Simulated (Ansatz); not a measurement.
# Na2ClF: the cost of one run

Code: Ansatz 0.2.0. PAW datasets, plane waves. Values at 0 K without nuclear motion; spin polarisation is off, and the phase may be a hypothetical one.

### Step 1. The structure to begin with

The unstrained cell was relaxed with r2SCAN; in each strained cell the atoms were relaxed again with r2SCAN. Names of k-points are those of the unstrained zone, where strain can split equivalent points. First state: -4.5 % biaxial strain in x and y, z held.

It is trigonal, R-3m (No. 166); a = 3.460 Å, c = 17.762 Å in the conventional setting, 15.34 Å³ an atom. Near F stand 6 Na at 2.35 Å; near Cl stand 6 Na at 2.64 Å; near Na stand 3 F at 2.35 Å and 3 Cl at 2.64 Å.

The structure in full:

```
CELL_PARAMETERS angstrom
1.72993 0.99878 5.92066
-1.72993 0.99878 5.92066
0.00000 -1.99755 5.92066
ATOMIC_POSITIONS crystal
F 0.00000 0.00000 0.00000
Cl 0.50000 0.50000 0.50000
Na 0.26406 0.26406 0.26406
Na 0.73594 0.73594 0.73594
```

### Step 2. -4.5 % biaxial strain in x and y, z held: PBE

The input, input.yaml:

```yaml
crystal:
  lattice:
    - [1.7299302798, 0.9987757127, 5.9206591831]
    - [-1.7299302798, 0.9987757127, 5.9206591831]
    - [0.0, -1.9975514255, 5.9206591831]
  atoms:
    - { symbol: F, position: [1.0, 0.0, 0.0] }
    - { symbol: Cl, position: [0.5, 0.5, 0.5] }
    - { symbol: Na, position: [0.2640588577, 0.2640588577, 0.2640588577] }
    - { symbol: Na, position: [0.7359411423, 0.7359411423, 0.7359411423] }
kpoints:
  mp_grid: { grid: [8, 8, 8] }
  band_path:
    path:
      - [0.0, 0.0, 0.0]
      - [0.5, 0.5, 0.5]
      - [0.8125490962, 0.1874509038, 0.5]
      - [0.5, -0.1874509038, 0.1874509038]
      - [0.5, 0.0, 0.0]
      - [0.3437254519, -0.3437254519, 0.0]
      - [0.6562745481, 0.0, 0.3437254519]
      - [0.5, 0.0, 0.5]
    npoints: 1
hamiltonian:
  xc: pbe
scf:
  occupations: { method: fermi_dirac, width: 0.02 }
  n_extra_bands: 5
output:
  forces: true
  stress: true
  eigenvalues: true
```

Launch:

```sh
> ansatz run input.yaml --threads 4 --pin off --max-ram 3686MiB --backend cpu --events-out ev --progress --plain --runs-dir out
```

Q: Estimate wall time and peak memory on 4 threads of Arm Neoverse N1, shared host.

About 2.4 s, with a peak of 0.37 GiB.
